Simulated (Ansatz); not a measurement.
# BFH5NO: the cost of one run

Method: RKS BLYP/def2-SVP, in Ansatz 0.2.0.

### Step 1. The structure to begin with

Bond lengths: B1–O2 1.760 Å, O2–H3 1.010 Å, B1–N4 1.550 Å, N4–H5 1.060 Å, N4–H6 1.060 Å, B1–H7 1.190 Å, B1–F8 1.620 Å, O2–H9 1.108 Å. Angles: B1–O2–H3 109.5°, B1–O2–H9 74.8°, H3–O2–H9 113.4°, O2–B1–N4 120.0°, O2–B1–H7 120.0°, O2–B1–F8 71.6°, N4–B1–H7 120.0°, N4–B1–F8 96.8°, H7–B1–F8 101.3°, B1–N4–H5 120.0°, B1–N4–H6 120.0°, H5–N4–H6 120.0°.

Structure file:

```xyz
9

B     0.0000    0.0000    0.0000
O     0.0000    0.0000    1.7600
H    -0.9095   -0.2814    2.0971
N     1.3423    0.0000   -0.7750
H     1.8089   -0.9179   -1.0268
H     1.7937    0.9179   -1.0532
H    -1.0305    0.0000   -0.5950
F     0.0726    1.5356    0.5108
H     0.0505    1.0680    1.4702
```

### Step 2. A restrained relaxation towards end A

Springs on the bonds that form and break draw the guess towards this end; the thresholds are loose.

input.yaml

```yaml
crystal:
  periodic: [false, false, false]
  atoms:
    - { symbol: B, position_ang: [0.0, 0.0, 0.0] }
    - { symbol: O, position_ang: [0.0, 0.0, 1.76] }
    - { symbol: H, position_ang: [-0.9095, -0.2814, 2.0971] }
    - { symbol: "N", position_ang: [1.3423, 0.0, -0.775] }
    - { symbol: H, position_ang: [1.8089, -0.9179, -1.0268] }
    - { symbol: H, position_ang: [1.7937, 0.9179, -1.0532] }
    - { symbol: H, position_ang: [-1.0305, 0.0, -0.595] }
    - { symbol: F, position_ang: [0.0726, 1.5356, 0.5108] }
    - { symbol: H, position_ang: [0.0505, 1.068, 1.4702] }
basis:
  gaussian: { orbitals: def2-SVP }
hamiltonian:
  xc: blyp
relax:
  f_tol: 0.15
  max_steps: 25
  restrain:
    - { distance: [0, 7], at: 2.52, k: 30.0 }
    - { distance: [8, 1], at: 2.21, k: 30.0 }
    - { distance: [0, 1], at: 1.41, k: 30.0 }
    - { distance: [8, 7], at: 0.92, k: 30.0 }
```

Started as:

```bash
ansatz run input.yaml --threads 1 --pin off --max-ram 2048MiB --backend cpu --events-out ev --progress --plain --runs-dir out
```

Q: Estimate wall time and peak memory on 1 thread of Arm Neoverse V1, shared host.

About 35 s, with a peak of 0.14 GiB.
